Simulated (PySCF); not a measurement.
# F⁺, F²⁺: ionisation energy in Sapporo-DZP-2012

Wanted: the ionisation energy of fluorine, up a ladder of methods.

Program: PySCF 2.14.0. Level of theory: unrestricted determinants in a Gaussian basis, no spin-orbit coupling in the energies. These are calculated values, not measurements, unless marked.

## 1. Starting point

```
Element                                   : fluorine (Z = 9)
Basis                                     : Sapporo-DZP-2012
Hamiltonian                               : scalar relativity by spin-free X2C-1e
State 1                                   : F⁺: [He] 2s2 2p4, high-spin 3P determinant
State 2                                   : F²⁺: [He] 2s2 2p3, high-spin 4S determinant
Methods                                   : UHF, LDA, TPSS, MP2, CCSD(T)
Core shells frozen in the correlated runs : valence: 1s2 (for F⁺)
```

The outer shells:

F+ [He] 2s2 2p4
```
[He] core
2s [↑↓]
2p [↑↓][↑ ][↑ ]
```

F2+ [He] 2s2 2p3
```
[He] core
2s [↑↓]
2p [↑ ][↑ ][↑ ]
```

One driver process ran all states and methods and kept the integrals in memory. Each run is shown as a PySCF script that sums up its settings (the driver passes frozen orbitals as a list and adds second-order terms of double hybrids); the logs are those of the runs themselves. The driver starts from symmetry-adapted Hartree-Fock orbitals, holds the occupation by maximum overlap and uses a logarithmic radial grid for functionals, so a plain start would take other cycles.

It was started by

```bash
$ OMP_NUM_THREADS=1 python atomrun2.py TASK.json OUT
```

The integrals over 18 functions and the set-up took 0.04 s of CPU time.

## 2. F⁺, method by method

UHF:

File input.py:

```python
from pyscf import gto, scf, dft, mp, cc
import basis_set_exchange as bse
mol = gto.M(atom="F 0 0 0", charge=1, spin=2, symmetry="D2h",
            basis=gto.basis.parse(bse.get_basis("Sapporo-DZP-2012", elements=["F"], fmt="nwchem", header=False)),
            nucmod="G")
mf = scf.UHF(mol).sfx2c1e()
mf.irrep_nelec = {'Ag': (2, 2), 'B1u': (1, 0), 'B2u': (1, 1), 'B3u': (1, 0)}
mf.kernel()
```

The program printed:

```text
damping factor = 0
level_shift factor = 0
DIIS = <class 'pyscf.scf.diis.CDIIS'>
diis_start_cycle = 1
diis_space = 10
diis_damp = 0
SCF conv_tol = 1e-09
SCF conv_tol_grad = None
number electrons alpha = 5  beta = 3
cycle= 1 E= -98.8767067690429  delta_E= -0.00342  |g|= 0.0232  |ddm|= 0.0278
cycle= 2 E= -98.8768467966211  delta_E= -0.00014  |g|= 0.00481  |ddm|= 0.00579
cycle= 3 E= -98.8768534248332  delta_E= -6.63e-06  |g|= 0.000304  |ddm|= 0.00169
cycle= 4 E= -98.8768534914632  delta_E= -6.66e-08  |g|= 5.48e-05  |ddm|= 0.000334
cycle= 5 E= -98.8768534933995  delta_E= -1.94e-09  |g|= 1.13e-05  |ddm|= 6.09e-05
cycle= 6 E= -98.8768534934662  delta_E= -6.67e-11  |g|= 2.43e-06  |ddm|= 1.03e-05
converged SCF energy = -98.8768534934662  <S^2> = 2.0044339  2S+1 = 3.0029545
```

Time after the integrals: 0.06 s (1 thread of Neoverse-V1, shared host).

Orbital energies by shell (radii are means over both spins):

```
shell  electrons  mean orbital energy (eV)  spread (eV)  rms radius (bohr)
 1s α          1                   -740.86            0              0.204
 1s β          1                   -738.00            0              0.204
 2s α          1                   -65.604            0               1.06
 2s β          1                   -54.612            0               1.06
 2p α          3                   -40.726        3.272               1.11
 2p β          1                   -35.624            0               1.11
```

⟨S²⟩ = 2.004, ⟨L²⟩ = 2.01.

LDA:

input.py differs from the last one in:

```diff
@@ -5,3 +5,3 @@
             nucmod="G")
-mf = scf.UHF(mol).sfx2c1e()
+mf = dft.UKS(mol, xc="LDA,VWN").sfx2c1e()
 mf.irrep_nelec = {'Ag': (2, 2), 'B1u': (1, 0), 'B2u': (1, 1), 'B3u': (1, 0)}
```

The program printed:

```text
damping factor = 0
level_shift factor = 0
DIIS = <class 'pyscf.scf.diis.CDIIS'>
diis_start_cycle = 1
diis_space = 10
diis_damp = 0
SCF conv_tol = 1e-09
SCF conv_tol_grad = None
number electrons alpha = 5  beta = 3
XC functionals = LDA,VWN
    P. A. M. Dirac.,  Math. Proc. Cambridge Philos. Soc. 26, 376 (1930)
    F. Bloch.,  Z. Phys. 57, 545 (1929)
    S. H. Vosko, L. Wilk, and M. Nusair.,  Can. J. Phys. 58, 1200 (1980)
cycle= 1 E= -98.4901926090924  delta_E= -0.0068  |g|= 0.0413  |ddm|= 0.0689
cycle= 2 E= -98.4903236177032  delta_E= -0.000131  |g|= 0.0232  |ddm|= 0.0291
cycle= 3 E= -98.4904580779808  delta_E= -0.000134  |g|= 0.00259  |ddm|= 0.0139
cycle= 4 E= -98.490459993752  delta_E= -1.92e-06  |g|= 2.99e-05  |ddm|= 0.00149
cycle= 5 E= -98.4904599942341  delta_E= -4.82e-10  |g|= 2.09e-06  |ddm|= 3.18e-05
converged SCF energy = -98.4904599942341  <S^2> = 2.0015001  2S+1 = 3.0009999
```

Time after the integrals: 0.05 s (1 thread of Neoverse-V1, shared host).

TPSS:

input.py differs from the last one in:

```diff
@@ -5,3 +5,3 @@
             nucmod="G")
-mf = dft.UKS(mol, xc="LDA,VWN").sfx2c1e()
+mf = dft.UKS(mol, xc="TPSS").sfx2c1e()
 mf.irrep_nelec = {'Ag': (2, 2), 'B1u': (1, 0), 'B2u': (1, 1), 'B3u': (1, 0)}
```

The program printed:

```text
damping factor = 0
level_shift factor = 0
DIIS = <class 'pyscf.scf.diis.CDIIS'>
diis_start_cycle = 1
diis_space = 10
diis_damp = 0
SCF conv_tol = 1e-09
SCF conv_tol_grad = None
number electrons alpha = 5  beta = 3
XC functionals = TPSS
    J. Tao, J. P. Perdew, V. N. Staroverov, and G. E. Scuseria.,  Phys. Rev. Lett. 91, 146401 (2003)
    J. P. Perdew, J. Tao, V. N. Staroverov, and G. E. Scuseria.,  J. Chem. Phys. 120, 6898 (2004)
    J. Tao, J. P. Perdew, V. N. Staroverov, and G. E. Scuseria.,  Phys. Rev. Lett. 91, 146401 (2003)
    J. P. Perdew, J. Tao, V. N. Staroverov, and G. E. Scuseria.,  J. Chem. Phys. 120, 6898 (2004)
cycle= 1 E= -99.1788510780325  delta_E= -0.00341  |g|= 0.0062  |ddm|= 0.0392
cycle= 2 E= -99.17886612089  delta_E= -1.5e-05  |g|= 0.000755  |ddm|= 0.00423
cycle= 3 E= -99.1788663783742  delta_E= -2.57e-07  |g|= 0.000341  |ddm|= 0.000776
cycle= 4 E= -99.17886640935  delta_E= -3.1e-08  |g|= 3.48e-05  |ddm|= 0.000204
cycle= 5 E= -99.1788664097543  delta_E= -4.04e-10  |g|= 1.94e-06  |ddm|= 2.47e-05
converged SCF energy = -99.1788664097543  <S^2> = 2.0020788  2S+1 = 3.0013855
```

It took 0.18 s on 1 thread of Neoverse-V1, shared host, the integrals not counted.

MP2 (valence):

input.py differs from the last one in:

```diff
@@ -5,4 +5,5 @@
             nucmod="G")
-mf = dft.UKS(mol, xc="TPSS").sfx2c1e()
+mf = scf.UHF(mol).sfx2c1e()
 mf.irrep_nelec = {'Ag': (2, 2), 'B1u': (1, 0), 'B2u': (1, 1), 'B3u': (1, 0)}
 mf.kernel()
+mp.UMP2(mf, frozen=1).kernel()
```

This step left no log, only its results.

It took 0.01 s on 1 thread of Neoverse-V1, shared host, the integrals not counted.

With 6 electrons correlated, the MP2 correlation energy is -0.10819 hartree (-0.02771 same spin, -0.08047 opposite spin); the SCS form gives -0.10581. Largest pairs of shells: 2p-2p -0.0508, 2s-2p -0.0494, 2s-2s -0.0079.

CCSD(T) (valence):

input.py differs from the last one in:

```diff
@@ -8,2 +8,3 @@
 mf.kernel()
-mp.UMP2(mf, frozen=1).kernel()
+mycc = cc.CCSD(mf, frozen=1).run()
+mycc.ccsd_t()
```

The program printed:

```text
CC2 = 0
CCSD nocc = (np.int64(4), np.int64(2)), nmo = (17, 17)
frozen orbitals [[0], [0]]
max_cycle = 100
direct = 0
conv_tol = 1e-08
conv_tol_normt = 1e-06
diis_space = 8
diis_start_cycle = 0
Init t2, MP2 energy = -0.108189470716725
Init E_corr(UCCSD) = -0.10818947071906
cycle = 1  E_corr(UCCSD) = -0.1201228730255  dE = -0.0119334023  norm(t1,t2) = 0.0222231
cycle = 2  E_corr(UCCSD) = -0.122338950431573  dE = -0.00221607741  norm(t1,t2) = 0.00620349
cycle = 3  E_corr(UCCSD) = -0.123159505300323  dE = -0.000820554869  norm(t1,t2) = 0.00241087
cycle = 4  E_corr(UCCSD) = -0.123137961671238  dE = 2.15436291e-05  norm(t1,t2) = 0.000584386
cycle = 5  E_corr(UCCSD) = -0.123142563934578  dE = -4.60226334e-06  norm(t1,t2) = 8.6416e-05
cycle = 6  E_corr(UCCSD) = -0.123142189341789  dE = 3.74592789e-07  norm(t1,t2) = 1.16921e-05
cycle = 7  E_corr(UCCSD) = -0.123142323173283  dE = -1.33831494e-07  norm(t1,t2) = 1.53989e-06
cycle = 8  E_corr(UCCSD) = -0.123142303795676  dE = 1.93776068e-08  norm(t1,t2) = 2.70906e-07
cycle = 9  E_corr(UCCSD) = -0.123142303583129  dE = 2.12547729e-10  norm(t1,t2) = 4.09787e-08
UCCSD converged
E(UCCSD) = -98.99999579704928  E_corr = -0.1231423035831287
UCCSD(T) correction = -0.000918187918568422
```

Time after the integrals: 0.12 s (1 thread of Neoverse-V1, shared host).

CCSD correlation -0.12314 hartree, triples -0.00092; total -99.000914. T1 = 0.004, largest double amplitude 0.042.

Radial density 4πr²ρ of F⁺ at UHF:

```
r (bohr)   density  spin density
 0.00336    0.0592         0.000
 0.00564     0.163         0.000
 0.00949     0.434         0.000
  0.0160      1.09         0.000
  0.0269      2.54         0.000
  0.0452      5.16         0.003
  0.0760      8.47         0.017
   0.128      9.66         0.097
   0.215      6.52         0.417
   0.362      3.95         1.168
   0.608      5.75         2.017
    1.02      4.64         1.461
    1.72      1.08         0.300
    2.89    0.0777         0.025
    4.87  1.33e-05         0.000
```

## 3. F²⁺: the ladder of methods

UHF:

File input.py:

```python
from pyscf import gto, scf, dft, mp, cc
import basis_set_exchange as bse
mol = gto.M(atom="F 0 0 0", charge=2, spin=3, symmetry="D2h",
            basis=gto.basis.parse(bse.get_basis("Sapporo-DZP-2012", elements=["F"], fmt="nwchem", header=False)),
            nucmod="G")
mf = scf.UHF(mol).sfx2c1e()
mf.irrep_nelec = {'Ag': (2, 2), 'B1u': (1, 0), 'B2u': (1, 0), 'B3u': (1, 0)}
mf.kernel()
```

The program printed:

```text
damping factor = 0
level_shift factor = 0
DIIS = <class 'pyscf.scf.diis.CDIIS'>
diis_start_cycle = 1
diis_space = 10
diis_damp = 0
SCF conv_tol = 1e-09
SCF conv_tol_grad = None
number electrons alpha = 5  beta = 2
cycle= 1 E= -97.6504779537256  delta_E= -1.04e-10  |g|= 4.03e-06  |ddm|= 1.18e-05
converged SCF energy = -97.6504779537256  <S^2> = 3.7539988  2S+1 = 4.0019989
```

It took 0.04 s on 1 thread of Neoverse-V1, shared host, the integrals not counted.

The occupied shells:

```
shell  electrons  mean orbital energy (eV)  spread (eV)  rms radius (bohr)
 1s α          1                   -767.22            0              0.203
 1s β          1                   -762.42            0              0.203
 2s α          1                   -88.253            0               1.02
 2s β          1                   -70.889            0               1.02
 2p α          3                   -63.732            0              0.991
```

⟨S²⟩ = 3.754, ⟨L²⟩ = 0.00.

LDA:

input.py differs from the last one in:

```diff
@@ -5,3 +5,3 @@
             nucmod="G")
-mf = scf.UHF(mol).sfx2c1e()
+mf = dft.UKS(mol, xc="LDA,VWN").sfx2c1e()
 mf.irrep_nelec = {'Ag': (2, 2), 'B1u': (1, 0), 'B2u': (1, 0), 'B3u': (1, 0)}
```

The program printed:

```text
damping factor = 0
level_shift factor = 0
DIIS = <class 'pyscf.scf.diis.CDIIS'>
diis_start_cycle = 1
diis_space = 10
diis_damp = 0
SCF conv_tol = 1e-09
SCF conv_tol_grad = None
number electrons alpha = 5  beta = 2
XC functionals = LDA,VWN
    P. A. M. Dirac.,  Math. Proc. Cambridge Philos. Soc. 26, 376 (1930)
    F. Bloch.,  Z. Phys. 57, 545 (1929)
    S. H. Vosko, L. Wilk, and M. Nusair.,  Can. J. Phys. 58, 1200 (1980)
cycle= 1 E= -97.1928678667582  delta_E= -0.00609  |g|= 0.0349  |ddm|= 0.0729
cycle= 2 E= -97.1929739305729  delta_E= -0.000106  |g|= 0.01  |ddm|= 0.0173
cycle= 3 E= -97.1929935917605  delta_E= -1.97e-05  |g|= 0.000955  |ddm|= 0.00567
cycle= 4 E= -97.1929938230992  delta_E= -2.31e-07  |g|= 6.51e-06  |ddm|= 0.000566
cycle= 5 E= -97.1929938231157  delta_E= -1.65e-11  |g|= 2.66e-07  |ddm|= 6.41e-06
converged SCF energy = -97.1929938231157  <S^2> = 3.7513632  2S+1 = 4.0006816
```

Time after the integrals: 0.05 s (1 thread of Neoverse-V1, shared host).

TPSS:

input.py differs from the last one in:

```diff
@@ -5,3 +5,3 @@
             nucmod="G")
-mf = dft.UKS(mol, xc="LDA,VWN").sfx2c1e()
+mf = dft.UKS(mol, xc="TPSS").sfx2c1e()
 mf.irrep_nelec = {'Ag': (2, 2), 'B1u': (1, 0), 'B2u': (1, 0), 'B3u': (1, 0)}
```

The program printed:

```text
damping factor = 0
level_shift factor = 0
DIIS = <class 'pyscf.scf.diis.CDIIS'>
diis_start_cycle = 1
diis_space = 10
diis_damp = 0
SCF conv_tol = 1e-09
SCF conv_tol_grad = None
number electrons alpha = 5  beta = 2
XC functionals = TPSS
    J. Tao, J. P. Perdew, V. N. Staroverov, and G. E. Scuseria.,  Phys. Rev. Lett. 91, 146401 (2003)
    J. P. Perdew, J. Tao, V. N. Staroverov, and G. E. Scuseria.,  J. Chem. Phys. 120, 6898 (2004)
    J. Tao, J. P. Perdew, V. N. Staroverov, and G. E. Scuseria.,  Phys. Rev. Lett. 91, 146401 (2003)
    J. P. Perdew, J. Tao, V. N. Staroverov, and G. E. Scuseria.,  J. Chem. Phys. 120, 6898 (2004)
cycle= 1 E= -97.8755172590069  delta_E= -0.00162  |g|= 0.00631  |ddm|= 0.0438
cycle= 2 E= -97.8755255839074  delta_E= -8.32e-06  |g|= 0.00183  |ddm|= 0.00479
cycle= 3 E= -97.8755263616803  delta_E= -7.78e-07  |g|= 0.000235  |ddm|= 0.00113
cycle= 4 E= -97.8755263732541  delta_E= -1.16e-08  |g|= 1.97e-06  |ddm|= 0.000133
cycle= 5 E= -97.8755263732552  delta_E= -1.02e-12  |g|= 1.36e-07  |ddm|= 1.34e-06
converged SCF energy = -97.8755263732552  <S^2> = 3.7516645  2S+1 = 4.0008322
```

Time after the integrals: 0.18 s (1 thread of Neoverse-V1, shared host).

MP2 (valence):

input.py differs from the last one in:

```diff
@@ -5,4 +5,5 @@
             nucmod="G")
-mf = dft.UKS(mol, xc="TPSS").sfx2c1e()
+mf = scf.UHF(mol).sfx2c1e()
 mf.irrep_nelec = {'Ag': (2, 2), 'B1u': (1, 0), 'B2u': (1, 0), 'B3u': (1, 0)}
 mf.kernel()
+mp.UMP2(mf, frozen=1).kernel()
```

The driver printed no log here.

Time after the integrals: 0.01 s (1 thread of Neoverse-V1, shared host).

With 5 electrons correlated, the MP2 correlation energy is -0.07547 hartree (-0.01994 same spin, -0.05553 opposite spin); the SCS form gives -0.07328. Largest pairs of shells: 2s-2p -0.0514, 2p-2p -0.0166, 2s-2s -0.0075.

CCSD(T) (valence):

input.py differs from the last one in:

```diff
@@ -8,2 +8,3 @@
 mf.kernel()
-mp.UMP2(mf, frozen=1).kernel()
+mycc = cc.CCSD(mf, frozen=1).run()
+mycc.ccsd_t()
```

The program printed:

```text
CC2 = 0
CCSD nocc = (np.int64(4), np.int64(1)), nmo = (17, 17)
frozen orbitals [[0], [0]]
max_cycle = 100
direct = 0
conv_tol = 1e-08
conv_tol_normt = 1e-06
diis_space = 8
diis_start_cycle = 0
Init t2, MP2 energy = -0.075466324626237
Init E_corr(UCCSD) = -0.075466324629141
cycle = 1  E_corr(UCCSD) = -0.0874639587619487  dE = -0.0119976341  norm(t1,t2) = 0.0219609
cycle = 2  E_corr(UCCSD) = -0.0899080196644186  dE = -0.0024440609  norm(t1,t2) = 0.00606082
cycle = 3  E_corr(UCCSD) = -0.0907782949891384  dE = -0.000870275325  norm(t1,t2) = 0.00198953
cycle = 4  E_corr(UCCSD) = -0.0907558697224191  dE = 2.24252667e-05  norm(t1,t2) = 0.000243778
cycle = 5  E_corr(UCCSD) = -0.0907580407268785  dE = -2.17100446e-06  norm(t1,t2) = 3.87924e-05
cycle = 6  E_corr(UCCSD) = -0.0907579500781059  dE = 9.06487726e-08  norm(t1,t2) = 2.65815e-06
cycle = 7  E_corr(UCCSD) = -0.0907580045927174  dE = -5.45146115e-08  norm(t1,t2) = 2.58435e-07
cycle = 8  E_corr(UCCSD) = -0.0907579993110063  dE = 5.28171111e-09  norm(t1,t2) = 2.5774e-08
UCCSD converged
E(UCCSD) = -97.74123595303665  E_corr = -0.09075799931100634
UCCSD(T) correction = -0.000460316913683443
```

It took 0.1 s on 1 thread of Neoverse-V1, shared host, the integrals not counted.

CCSD correlation -0.09076 hartree, triples -0.00046; total -97.741696. T1 = 0.003, largest double amplitude 0.036.

Radial density 4πr²ρ of F²⁺ at UHF:

```
r (bohr)  density  spin density
 0.00336   0.0595         0.000
 0.00564    0.164         0.000
 0.00949    0.436         0.000
  0.0160     1.09         0.000
  0.0269     2.55         0.001
  0.0452     5.19         0.004
  0.0760     8.51         0.028
   0.128     9.68         0.164
   0.215     6.44         0.706
   0.362     3.76         1.955
   0.608     5.36         3.287
    1.02     3.94         2.197
    1.72    0.646         0.329
    2.89   0.0315         0.022
```

## 4. How the shells move

Highest occupied Hartree-Fock shell of each state: F⁺ 2p β at -35.624 eV; F²⁺ 2p α at -63.732 eV.

## 5. The energy differences

Ionisation energy: F⁺ [He] 2s2 2p4 (3P) → F²⁺ [He] 2s2 2p3 (4S).

```
           method  value (eV)  error (eV)  CPU time, both states (s)
              UHF      33.371      -1.579                        0.1
              LDA      35.306      +0.356                        0.1
             TPSS      35.466      +0.516                       0.36
    MP2 (valence)      34.262      -0.688                        0.1
SCS-MP2 (valence)      34.257      -0.693                        0.1
   CCSD (valence)      34.253      -0.697                           
CCSD(T) (valence)      34.265      -0.685                       0.32
```

Reference: 34.950 eV (measured; NIST levels, between the centres of gravity of the two terms). Errors of the correlated levels include the incompleteness of this basis.

Times are CPU seconds on a shared host without the integrals; correlated rows include their Hartree-Fock run, whose time holds the symmetry-adapted start and any spin-orbit constants, while functionals begin from orbitals already made.

## 6. What came out

```
             quantity                                                      value
ionisation energy, F⁺  UHF 33.371, CCSD(T) (valence) 34.265 eV; reference 34.950
```

Each level's miss and price (over 1 difference):

```
           method  mean absolute miss against the measured value (with the measured fine structure taken into account where it is known) (eV)  CPU time, both states (s)
              UHF                                                                                                                       1.579                        0.1
              LDA                                                                                                                       0.356                        0.1
             TPSS                                                                                                                       0.516                       0.36
    MP2 (valence)                                                                                                                       0.688                        0.1
SCS-MP2 (valence)                                                                                                                       0.693                        0.1
   CCSD (valence)                                                                                                                       0.697                           
CCSD(T) (valence)                                                                                                                       0.685                       0.32
```

What this shows: LDA lands nearest to the measured value (off by 0.36 eV); UHF misses by most (1.58 eV). Hartree-Fock falls short because the species with more electrons holds more correlation energy, which it lacks. LDA is off by +0.36 eV. All values hold for this basis alone; no basis-set limit was taken. The dearest level timed, TPSS, costs 3.6 times the cheapest, UHF, and differs from the measured value (with the measured fine structure taken into account where it is known) by 0.52 against 1.58 eV.
